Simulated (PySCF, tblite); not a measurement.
**C₄H₄BF₃O: geometry, infrared bands and NMR shifts**

Aim: predict the infrared bands and NMR shifts of C₄H₄BF₃O (`O=C1C[C@@H](F)[C@@H]1B(F)F`).

Computed with tblite 0.8.0 and PySCF 2.14.0, with density-fitted response routines of our own, on a single molecule in the gas phase. Atoms count from 0, in the outputs and in this text.

## Step 1: Starting geometry

13 atoms, charge 0, multiplicity 1; geometry from: force field or distance geometry start.

Bonds of the start (Å): O0–C1 1.22, C1–C2 1.49, C2–C3 1.50, C3–F4 1.39, C3–C5 1.50, C5–B6 1.59, B6–F7 1.45, B6–F8 1.47, C5–C1 1.49, C2–H9 1.10, C2–H10 1.13, C3–H11 1.09, C5–H12 1.09.

## Step 2: Optimising the geometry with GFN2-xTB

The job: settings as JSON, then the geometry in Å.

```
{"job": {"kind": "relax", "xc": "GFN2-xTB", "basis": "xTB"}, "charge": 0, "multiplicity": 1}
O     -0.036900    -0.742000    -2.218100
C     -0.252100    -0.425200    -1.060400
C     -1.427100     0.170700    -0.357100
C     -0.626400     0.360800     0.892400
F     -1.160300    -0.335800     1.973900
C      0.456500    -0.451800     0.252800
B      1.911100     0.188000     0.205100
F      2.079600     1.538600    -0.286700
F      2.988200    -0.740000    -0.167000
H     -1.783500     1.097300    -0.839300
H     -2.236000    -0.616300    -0.264200
H     -0.420600     1.403100     1.146500
H      0.503000    -1.447000     0.704300
```

Launch:

```bash
OMP_NUM_THREADS=1 python probes_run.py task.json out
```

One launch serves the whole session: the jobs run in the order shown.

**Question.** This job is followed by: GFN2-xTB harmonic vibrations, gas phase; GIAO PBE0/pcSseg-1 NMR shielding, non-relativistic, gas phase. Predict these results of the whole session: strongest single infrared mode (GFN2-xTB); zero-point energy (GFN2-xTB); 13C shifts against TMS (PBE0/pcSseg-1); 1H shifts against TMS (PBE0/pcSseg-1); 17O shifts against H2O (PBE0/pcSseg-1); 19F shifts against CFCl3 (PBE0/pcSseg-1, means over atoms taken as alike); 11B shifts against BF3·OEt2 (PBE0/pcSseg-1).

**Answer**, as computed:

| quantity | value |
| --- | --- |
| strongest single infrared mode (GFN2-xTB) | 1875 cm⁻¹, 529 km/mol |
| zero-point energy (GFN2-xTB) | 50.7 kcal/mol |
| 13C shifts against TMS (PBE0/pcSseg-1) | 201.7, 81.5, 62.6, 58.9 ppm |
| 1H shifts against TMS (PBE0/pcSseg-1) | 5.57, 3.75, 3.66, 3.56 ppm |
| 17O shifts against H2O (PBE0/pcSseg-1) | 665.4 ppm |
| 19F shifts against CFCl3 (PBE0/pcSseg-1, means over atoms taken as alike) | -68.8, -203.8 ppm |
| 11B shifts against BF3·OEt2 (PBE0/pcSseg-1) | 23.8 ppm |

**Reading.** The optimisation took 65 steps and gained 1.240 eV; among the close pairs (by a distance rule), B6–F8 changed most, from 1.470 to 1.310 Å. No mode is imaginary among the 33: a minimum at this level. The strongest single mode, at 1875 cm⁻¹, moves mainly C1 and O0. GFN2-xTB is a fitted tight-binding method: band positions and strengths are rough. Its intensities can rank the bands wrongly. The most deshielded carbon is C1 (ketone carbonyl carbon), at 201.7 ppm: the double bond to the heteroatom, with no lone-pair donor beside it, deshields it most. H11 (hydrogen on an sp3 CH bonded to F) lies farthest downfield among hydrogen, at 5.57 ppm; its carbon carries F, hence the downfield position. At PBE0/pcSseg-1: Shielding is most anisotropic at O0 (span 1181 ppm, paramagnetic term -728 ppm).
